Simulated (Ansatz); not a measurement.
This script for Ansatz 0.2.0 through its Python package starts 6 runs on C₂H₇NOSi, SMILES C=NCO[SiH3]. What input does the engine get in each?

The script, `methods_c2h7nosi.py`:
```python
"""C2H7NOSi at several levels of theory."""

from pathlib import Path

import ansatz as az
import numpy as np

mol = (
    az.Crystal.molecule()
    .atom("C", (0.5101, 2.0125, 1.1174))
    .atom("N", (0.0782, 0.9721, 1.6819))
    .atom("C", (-0.3991, -0.0644, 0.7336))
    .atom("O", (0.5094, -0.234, -0.418))
    .atom("Si", (0.0478, -1.4996, -1.4582))
    .atom("H", (0.447, 2.2317, 0.0122))
    .atom("H", (0.8508, 2.9026, 1.7189))
    .atom("H", (-1.3632, 0.1777, 0.4501))
    .atom("H", (-0.3813, -0.9863, 1.3616))
    .atom("H", (-1.3412, -1.2995, -1.8994))
    .atom("H", (0.1227, -2.7788, -0.6885))
    .atom("H", (0.9958, -1.489, -2.5775))
)

model = mol.calculation().basis(gaussian="cc-pVDZ")

print("functional    E (Ha)        dipole (D)   HOMO (eV)  LUMO (eV)")
for name in ["hse06", "cam_b3lyp", "pbe", "lc_wpbe", "b3lyp", "blyp"]:
    r = model.functional(name).forces().orbitals().run(runs_dir="runs").report
    lines = Path(r["orbitals_path"]).read_text().splitlines()
    field_of = lambda key: [line.split("=")[1].strip() for line in lines if line.startswith(key)]
    orbitals = [(27.211386 * float(e), s, float(n)) for e, s, n in zip(field_of("Ene="), field_of("Spin="), field_of("Occup="))]
    homo = max(e for e, _, n in orbitals if n > 0.5)
    lumo = min(e for e, _, n in orbitals if n < 0.5)
    dipole = 4.803205 * np.linalg.norm(r["charge_distribution"]["dipole_moment_e_ang"])
    print(f"{name:10s} {r['free_energy_ev'] / 27.211386246:14.6f} {dipole:9.3f} {homo:11.3f} {lumo:10.3f}")
```

Run 1:
```yaml
crystal:
  periodic: [false, false, false]
  atoms:
    - { symbol: C, position_ang: [0.5101, 2.0125, 1.1174] }
    - { symbol: "N", position_ang: [0.0782, 0.9721, 1.6819] }
    - { symbol: C, position_ang: [-0.3991, -0.0644, 0.7336] }
    - { symbol: O, position_ang: [0.5094, -0.234, -0.418] }
    - { symbol: Si, position_ang: [0.0478, -1.4996, -1.4582] }
    - { symbol: H, position_ang: [0.447, 2.2317, 0.0122] }
    - { symbol: H, position_ang: [0.8508, 2.9026, 1.7189] }
    - { symbol: H, position_ang: [-1.3632, 0.1777, 0.4501] }
    - { symbol: H, position_ang: [-0.3813, -0.9863, 1.3616] }
    - { symbol: H, position_ang: [-1.3412, -1.2995, -1.8994] }
    - { symbol: H, position_ang: [0.1227, -2.7788, -0.6885] }
    - { symbol: H, position_ang: [0.9958, -1.489, -2.5775] }
basis:
  gaussian:
    orbitals: cc-pVDZ
hamiltonian:
  xc: hse06
output:
  orbitals: {}
  forces: true
```

Run 2, against run 1:
```diff
-  xc: hse06
+  xc: cam_b3lyp
```

Run 3, against run 1:
```diff
-  xc: hse06
+  xc: pbe
```

Run 4, against run 1:
```diff
-  xc: hse06
+  xc: lc_wpbe
```

Run 5, against run 1:
```diff
-  xc: hse06
+  xc: b3lyp
```

Run 6, against run 1:
```diff
-  xc: hse06
+  xc: blyp
```

Output of `python methods_c2h7nosi.py`:
```text
functional    E (Ha)        dipole (D)   HOMO (eV)  LUMO (eV)
hse06         -499.483893     1.544      -6.938     -0.736
cam_b3lyp     -499.771581     1.572      -8.726      0.941
pbe           -499.456608     1.394      -5.829     -1.498
lc_wpbe       -499.639082     1.619     -10.100      2.176
b3lyp         -499.888684     1.509      -7.076     -0.568
blyp          -499.782459     1.378      -5.701     -1.325
```

Caveats:
- Total energies depend on the basis set; only differences at equal settings carry meaning.
- The geometry is a force-field or estimated start, not a minimum of this method, and the basis set is short of its limit. A lower total doesn't mark the better method: functionals have no common bound, and MP2 and coupled cluster aren't variational.
- b3lyp holds the VWN-RPA fit, as in Gaussian; the form of ORCA and Turbomole is b3lyp5.
- Levels such as HOMO and LUMO are orbital energies: with these approximate functionals they aren't the ionisation energy and electron affinity, and their gap isn't the fundamental gap.
- For Al to Cl the sets with a tight d function, cc-pV(X+d)Z, are usual.
- hse06 follows the composition of plane-wave codes, whose totals differ by tens of mHa, up to about 0.1 Ha, from the form usual in Gaussian-basis programs (wpbeh).
- Hardware and time: 20 s on 1 thread of AMD EPYC 9B14 (Zen 4), on a shared host, peak memory 0.33 GiB.
